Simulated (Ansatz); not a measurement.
# AlCo, space group Pm-3m: a test of the smearing width

With Ansatz 0.2.0, Python API.

The cells in order, each with its output:

**Cell 1**
```python
import csv

import ansatz as az
```

**Cell 2**
```python
structure = (
    az.Lattice.cubic(2.819403)
    .space_group(221)
    .atom('Al', (0.0, 0.0, 0.0))
    .atom('Co', (0.5, 0.5, 0.5))
    .moments(Co=3.2)
)
```

**Cell 3**
```python
len(structure.resolved().sites)
```
Output:
```text
2
```

**Cell 4**
```python
model = (
    structure.calculation()
    .spin(az.SpinTreatment.COLLINEAR)
    .kpoints(9)
    .basis(39 * az.Ry)
    .scf(tolerance=1e-07)
    .functional('r2scan')
)

rows = []
for value in [0.25, 0.15, 0.1, 0.05, 0.025]:
    rep = model.occupations('gaussian', width=value).run().report
    rows.append((value, rep['free_energy_ev'] / len(rep['lattice']['sites']), rep['n_iterations'], rep['magnetization_mub'], rep['n_kpoints']))

with open('smear.csv', 'w', newline='') as handle:
    writer = csv.writer(handle)
    writer.writerow(['width (eV)', 'F/atom (eV)', 'iterations', 'moment (muB)', 'k-points'])
    writer.writerows([round(v, 5) if isinstance(v, float) else v for v in row] for row in rows)
```
Output:
```text
DeckWarning: where an SCF of this run starts from atoms to list the orders of its open shells, Co (site 1, from 0) starts with 3.00 μB on its 3d shell, in the place of the 3.20 μB that the deck gives it: its open shells can hold no more by Hund's first rule. [...]
RunWarning: the starting moments were not kept: the SCF closed with an absolute magnetisation of 1.7e-1 μB, where they sum to 3.2 μB in size (1 site). That is at most 0.1 of that sum. The system's moment may be that small; this SCF shows only that its start [...]
```

**Cell 5**
```python
for row in rows[:-1]:
    shift = 1000 * (row[1] - rows[-1][1])
    print(f'{row[0]}: {shift:+.2f} meV/atom' + ('  (within 2 meV)' if abs(shift) < 2 else ''))
```
Output:
```text
0.25: -5.14 meV/atom
0.15: -1.82 meV/atom  (within 2 meV)
0.1: -0.76 meV/atom  (within 2 meV)
0.05: -0.12 meV/atom  (within 2 meV)
```

`smear.csv`, as written:
```csv
width (eV),F/atom (eV),iterations,moment (muB),k-points
0.25,-2836.5161,18,0.08765,35
0.15,-2836.51278,23,0.06393,35
0.1,-2836.51171,23,0.07454,35
0.05,-2836.51107,18,0.08671,35
0.025,-2836.51096,16,0.08757,35
```

Going from 0.025 to 0.25 eV changes F by -5.1 meV an atom. With this scheme F falls roughly as the square of the width; the report's estimate for zero width (energy_sigma0_ev) moves by only +0.2 meV.

What to keep in mind:
- The SCF didn't keep the moments it started from (some shrank, vanished or turned); what is printed is the state reached.
- For a metal this k-point mesh is coarse: on a finer one energies can move by several to tens of meV an atom and pressures by half a GPa or more, differences at one mesh by less.
- The overall sign of a collinear moment is arbitrary, and semilocal functionals can give small moments to compounds that are paramagnetic.
- The narrowest width needs the finest mesh, so the last row is no converged reference.
- r2SCAN tends to overestimate the moments of itinerant magnets.
- This cell is a computed structure, which may not be the phase found in nature.
- Warnings are shown shortened and without file and line.
- Wall time of the script: 47 s on 1 thread of Arm Neoverse V1, with other jobs on the host, peak memory 0.4 GiB.

(Lines on the test bed's own set-up are left out of the output.)
